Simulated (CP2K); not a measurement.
# CH7SbSi (SMILES [CH3][SbH][SiH3]) at 3 levels

Wanted: a comparison of 3 runs (GFN2-xTB, PM6, GFN1-xTB) of CH7SbSi. 

The results are computed with CP2K 2026.2.

3 further runs of the same task are left out: 3 set aside as unsound or not needed.

### Step 1. The structure to begin with

CH7SbSi has 10 atoms, charge 0, and is taken as a singlet. SMILES: `[CH3][SbH][SiH3]`. The shape comes from GFN2-xTB, which is rough for such elements, and wasn't checked as a minimum.

Bond lengths: C1–Sb2 2.161 Å, Sb2–Si3 2.548 Å, C1–H4 1.084 Å, C1–H5 1.085 Å, C1–H6 1.084 Å, Sb2–H7 1.706 Å, Si3–H8 1.461 Å, Si3–H9 1.464 Å, Si3–H10 1.463 Å. Some angles: C1–Sb2–Si3 93.3°, C1–Sb2–H7 92.1°, Si3–Sb2–H7 90.8°, Sb2–C1–H4 110.8°, Sb2–C1–H5 109.2°, Sb2–C1–H6 110.2°, Sb2–Si3–H8 109.9°, Sb2–Si3–H9 108.9°, Sb2–Si3–H10 115.5°, H4–C1–H5 109.1°.

### Step 2. Energy and gradient at GFN2-xTB (run 1)

qs.inp reads:

```
&GLOBAL
   PROJECT qs
   RUN_TYPE ENERGY_FORCE
   PRINT_LEVEL MEDIUM
&END GLOBAL
&FORCE_EVAL
   METHOD QS
   &DFT
      # Quickstep
      &QS
         METHOD XTB
         EPS_DEFAULT 1.0E-10
         &XTB
            GFN_TYPE TBLITE
            &TBLITE
               METHOD GFN2
            &END TBLITE
            CHECK_ATOMIC_CHARGES F
         &END XTB
      &END QS
      &POISSON
         PERIODIC NONE
         POISSON_SOLVER ANALYTIC
      &END POISSON
      # SCF settings
      &SCF
         SCF_GUESS ATOMIC
         EPS_SCF 1.0E-06
         MAX_SCF 150
         ADDED_MOS 2
         &DIAGONALIZATION
            ALGORITHM STANDARD
         &END DIAGONALIZATION
         &MIXING
            METHOD DIRECT_P_MIXING
            ALPHA 0.4
         &END MIXING
      &END SCF
      # extra output
      &PRINT
         &MOMENTS
            PERIODIC F
            REFERENCE COM
            MAX_MOMENT 1
         &END MOMENTS
         &MO ON
            ENERGIES T
            OCCUPATION_NUMBERS T
            NDIGITS 6
            &EACH
               QS_SCF 0
            &END EACH
            ADD_LAST NUMERIC
         &END MO
         &HIRSHFELD OFF
         &END HIRSHFELD
      &END PRINT
   &END DFT
   # atoms, cell and kinds
   &SUBSYS
      &CELL
         ABC 15.5 16.1 16.2
         PERIODIC NONE
      &END CELL
      &COORD
         C     -0.982390     1.216720    -0.745890
         Sb    -0.662640    -0.908450    -0.969990
         Si     0.804690    -1.056790     1.107360
         H     -0.045440     1.730220    -0.562980
         H     -1.652050     1.391410     0.089250
         H     -1.437980     1.622700    -1.641640
         H      0.711440    -0.660900    -1.950950
         H      1.491770    -2.345860     1.141060
         H     -0.046750    -0.977990     2.295280
         H      1.819370    -0.011060     1.238510
      &END COORD
      &TOPOLOGY
         &CENTER_COORDINATES
         &END CENTER_COORDINATES
      &END TOPOLOGY
   &END SUBSYS
   # extra output
   &PRINT
      &FORCES ON
      &END FORCES
   &END PRINT
&END FORCE_EVAL
```

Run with:

```console
$ OMP_NUM_THREADS=1 cp2k.psmp -i qs.inp -o qs.out
```

Output:

```text
CP2K| version string:                                       CP2K version 2026.2
[...]
 GLOBAL| Method name                                                        CP2K
[...]
 GLOBAL| Run type                                                   ENERGY_FORCE
[...]
                             - Atoms:                                         10
[...]
                             - Spherical basis functions:                     29
[...]
 Number of electrons:                                                         20
[...]
  *** SCF run converged in    15 steps ***
[...]
  Fermi energy:                                                -0.23882905383844
[...]
 TB_DIPOLE| Moment [Debye]         -0.21108194      -0.98380905       0.67547933
 TB_DIPOLE| Derivative [a.u.]       0.00000000       0.00000000       0.00000000
[...]
 ENERGY| Total FORCE_EVAL ( QS ) energy [hartree]             -9.628211737026923
 FORCES| Atomic forces [hartree/bohr]
 FORCES|   Atom     x               y               z               |f|
 FORCES|      1  1.40324003E-05  1.00052527E-05  1.81840016E-04   1.82654879E-04
 FORCES|      2 -3.92785768E-06  8.59046189E-05 -8.50441985E-06   8.64138691E-05
 FORCES|      3 -1.79502728E-04  7.01022179E-06 -3.11740864E-04   3.59795412E-04
 FORCES|      4 -5.06227385E-05 -1.93181519E-05 -1.72253038E-05   5.68556395E-05
 FORCES|      5 -4.57867485E-05  5.87340246E-05  3.56301314E-05   8.25567577E-05
 FORCES|      6  5.70284088E-05 -1.13057315E-04 -9.92879520E-05   1.60910824E-04
 FORCES|      7  4.63887559E-05 -5.16555871E-05  6.27038165E-05   9.35520441E-05
 FORCES|      8 -1.00315885E-05 -2.34669609E-06  5.63764879E-05   5.73101050E-05
 FORCES|      9  7.74992411E-05 -3.08501380E-05  2.84023704E-05   8.81167295E-05
 FORCES|     10  9.49228551E-05  5.55737706E-05  7.18057175E-05   1.31357731E-04
 FORCES| Sum    -1.21972744E-17  8.99684515E-17  2.45978368E-17
 FORCES| Total atomic force                                       9.40646020E-17
[...]
```

Run time: 0.97 s. Hardware: 1 thread of AMD EPYC 7B13 (Zen 3), shared host; peak memory 0.19 GiB.

### Step 3. Energy and gradient at PM6 (run 2)

qs.inp reads:

```
&GLOBAL
  PROJECT qs
  RUN_TYPE ENERGY_FORCE
  PRINT_LEVEL LOW
&END

&FORCE_EVAL
  METHOD QUICKSTEP
  &DFT
    &QS
      METHOD PM6
      EPS_DEFAULT 1.0E-10
      &SE
        &COULOMB
          CUTOFF [angstrom] 50
          RC_RANGE [angstrom] 0
        &END
        &EXCHANGE
          CUTOFF [angstrom] 50
          RC_RANGE [angstrom] 0
        &END
      &END
    &END
    &POISSON
      PERIODIC NONE
      POISSON_SOLVER ANALYTIC
    &END
    &SCF
      SCF_GUESS ATOMIC
      EPS_SCF 1.0E-07
      MAX_SCF 40
      &OT
        MINIMIZER DIIS
        PRECONDITIONER FULL_ALL
        ENERGY_GAP 0.5
      &END
      &OUTER_SCF
        EPS_SCF 1.0E-07
        MAX_SCF 5
      &END
    &END
    &PRINT
      &MOMENTS
        PERIODIC F
        REFERENCE COM
        MAX_MOMENT 1
      &END
      &MO_CUBES
        NLUMO 5
        NHOMO -1
        WRITE_CUBE F
      &END
      &HIRSHFELD OFF
      &END
    &END
  &END
  &SUBSYS
    &CELL
      ABC 13.5 14.1 14.2
      PERIODIC NONE
    &END
    &COORD
      SCALED T
      C    0.42103333   0.60812340   0.43534824
      Sb   0.44471852   0.45740213   0.41956655
      Si   0.55340963   0.44688156   0.56585880
      H    0.49043704   0.64454184   0.44822923
      H    0.37142889   0.62051277   0.49416092
      H    0.38728593   0.63691631   0.37226725
      H    0.54650222   0.47495887   0.35048486
      H    0.60430444   0.35545816   0.56823204
      H    0.49034000   0.45247021   0.64951514
      H    0.62857111   0.52104681   0.57509472
    &END
  &END
  &PRINT
    &FORCES ON
    &END
  &END
&END
```

Run with:

```console
$ OMP_NUM_THREADS=1 cp2k.psmp -i qs.inp > qs.out 2>&1
```

Output:

```text
CP2K| version string:                                       CP2K version 2026.2
[...]
 GLOBAL| Method name                                                        CP2K
[...]
 GLOBAL| Run type                                                   ENERGY_FORCE
[...]
                             - Atoms:                                         10
[...]
                             - Spherical basis functions:                     29
[...]
 Number of electrons:                                                         20
[...]
     1 OT DIIS     0.15E+00    0.0     0.14837749       -11.3564941524 -1.14E+01
[...]
    12 OT DIIS     0.15E+00    0.0     0.00000004       -15.3199282455 -1.21E-12
  *** SCF run converged in    12 steps ***
  Core-core repulsion energy [eV]:                            862.66977294118601
  Core Hamiltonian energy [eV]:                              -636.37952196942740
  Two-electron integral energy [eV]:                        -1286.33339823236361
  Electronic energy [eV]:                                   -1279.54622108560920
  Total energy [eV]:                                         -416.87644814442308
  Atomic reference energy [eV]:                               416.54409840374637
  Heat of formation [kcal/mol]:                                -7.66416769902506
[...]
 SE_DIPOLE| Moment [Debye]          0.07244050      -0.22108530       1.36575612
 SE_DIPOLE| Derivative [a.u.]       0.00000000       0.00000000       0.00000000
 *** WARNING in qs_scf_post_se.F:140 :: Printing of MO cube files not ***
 *** implemented for Semi-Empirical method.                           ***
 ENERGY| Total FORCE_EVAL ( QS ) energy [hartree]            -15.319928245545068
 FORCES| Atomic forces [hartree/bohr]
 FORCES|   Atom     x               y               z               |f|
 FORCES|      1 -2.31482353E-03 -1.70258688E-02 -4.74412198E-04   1.71890571E-02
 FORCES|      2  5.62045017E-03 -1.17847537E-02 -4.76687241E-03   1.38993868E-02
 FORCES|      3 -1.30033713E-02 -1.98386810E-03 -9.11501129E-03   1.60033380E-02
 FORCES|      4  8.17798444E-04  1.39506073E-02  1.16767717E-03   1.40232560E-02
 FORCES|      5 -4.89608635E-03  1.32227489E-02  4.92621184E-03   1.49358734E-02
 FORCES|      6 -3.24861261E-03  1.20461579E-02 -3.11072020E-03   1.28584596E-02
 FORCES|      7  2.37712787E-03 -4.59350432E-03 -8.97149738E-03   1.03556161E-02
 FORCES|      8  9.44779384E-03 -1.36396099E-02  2.71973955E-03   1.68135883E-02
 FORCES|      9 -5.44702692E-03  3.97536325E-04  1.56340066E-02   1.65605042E-02
 FORCES|     10  1.06467504E-02  9.41055438E-03  1.99087836E-03   1.43483596E-02
 FORCES| Sum    -7.63278329E-17  9.71445147E-17 -2.49800181E-16
 FORCES| Total atomic force                                       2.78681045E-16
[...]
```

Wall time 1.4 s (1 thread of AMD EPYC 7B13 (Zen 3), shared host); peak memory 0.19 GiB.

### Step 4. The energy at GFN1-xTB (run 3)

mol.inp reads:

```
&GLOBAL
   PROJECT_NAME mol
   RUN_TYPE ENERGY
   PRINT_LEVEL MEDIUM
&END GLOBAL

&FORCE_EVAL
   METHOD QS
   &DFT
      CHARGE 0
      MULTIPLICITY 1
      &QS
         METHOD XTB
         EPS_DEFAULT 1.0E-10
         &XTB
            GFN_TYPE 1
            CHECK_ATOMIC_CHARGES F
         &END XTB
      &END QS
      &POISSON
         PERIODIC NONE
         POISSON_SOLVER ANALYTIC
      &END POISSON
      &SCF
         SCF_GUESS ATOMIC
         EPS_SCF 1.0E-07
         MAX_SCF 80
         ADDED_MOS 4
         &DIAGONALIZATION
            ALGORITHM STANDARD
         &END DIAGONALIZATION
         &MIXING
            METHOD DIRECT_P_MIXING
            ALPHA 0.4
         &END MIXING
         &SMEAR ON
            METHOD FERMI_DIRAC
            ELECTRONIC_TEMPERATURE [K] 300
         &END SMEAR
      &END SCF
      &PRINT
         &MOMENTS
            PERIODIC F
            REFERENCE COM
            MAX_MOMENT 1
         &END MOMENTS
         &MO ON
            ENERGIES T
            OCCUPATION_NUMBERS T
            NDIGITS 6
            &EACH
               QS_SCF 0
            &END EACH
            ADD_LAST NUMERIC
         &END MO
         &HIRSHFELD OFF
         &END HIRSHFELD
      &END PRINT
   &END DFT
   &SUBSYS
      &CELL
         ABC [angstrom] 19.5 20.1 20.2
         PERIODIC NONE
      &END CELL
      &COORD
         SCALED T
         C    0.44533077   0.57584776   0.45455173
         Sb   0.46172821   0.47011791   0.44345767
         Si   0.53697590   0.46273781   0.54629678
         H    0.49337949   0.60139502   0.46360668
         H    0.41098923   0.58453881   0.49589530
         H    0.42196718   0.59604577   0.41020767
         H    0.53219385   0.48243383   0.39489530
         H    0.57221077   0.39860498   0.54796510
         H    0.49331231   0.46665821   0.60510470
         H    0.58901077   0.51476418   0.55278936
      &END COORD
   &END SUBSYS
&END FORCE_EVAL
```

Run with:

```console
$ OMP_NUM_THREADS=1 cp2k.psmp -i mol.inp > mol.out 2>&1
```

Output:

```text
CP2K| version string:                                       CP2K version 2026.2
[...]
 GLOBAL| Method name                                                        CP2K
[...]
 GLOBAL| Run type                                                         ENERGY
[...]
                             - Atoms:                                         10
[...]
                             - Spherical basis functions:                     36
[...]
 Number of electrons:                                                         20
[...]
     1 P_Mix/Diag. 0.40E+00    0.0     0.85805138       -10.1600258216 -1.02E+01
[...]
    22 DIIS/Diag.  0.44E-07    0.0     0.00000008       -10.2448535841 -1.24E-14
  *** SCF run converged in    22 steps ***
[...]
  Fermi energy:                                                -0.25979702489046
[...]
 TB_DIPOLE| Moment [Debye]         -1.01712794      -0.56347732      -0.83362263
 TB_DIPOLE| Derivative [a.u.]       0.00000000       0.00000000       0.00000000
[...]
 ENERGY| Total FORCE_EVAL ( QS ) energy [hartree]            -10.244853584061882
[...]
```

Wall time 1 s (1 thread of AMD EPYC 7B13 (Zen 3), shared host); peak memory 0.19 GiB.

### Step 5. The series

| run | level | SCF convergence threshold | iteration cap | energy (Eh) | dipole moment (D) | HOMO energy (eV) | LUMO energy (eV) | wall time |
| --- | --- | --- | --- | --- | --- | --- | --- | --- |
| 1 | GFN2-xTB | 1e-06 | 150 | -9.628212 | 1.21 | -9.51 | -5.60 | 0.97 s |
| 2 | PM6 | 1e-07 | 40 | -15.319928 | 1.39 | – | – | 1.4 s |
| 3 | GFN1-xTB | 1e-07 | 80 | -10.244854 | 1.43 | -10.78 | -6.17 | 1 s |

### Step 6. What came out

| quantity | value |
| --- | --- |
| run 3: total energy | -10.24485 Eh |
| run 3: dipole moment (from atomic charges alone) | 1.43 D |
| run 3: HOMO energy | -10.78 eV |
| run 3: LUMO energy | -6.17 eV |
| run 3: HOMO–LUMO gap | 4.62 eV |
| run 3: dispersion energy | -9.00 kJ/mol |

What this shows: The dipole moment (its size) runs from 1.21 D (GFN2-xTB) to 1.43 D (GFN1-xTB). Some of these are taken from atomic charges alone. Force-field and semi-empirical energies have zeros of their own, so their totals don't compare. All runs together took 3.4 s, the longest 1.4 s.
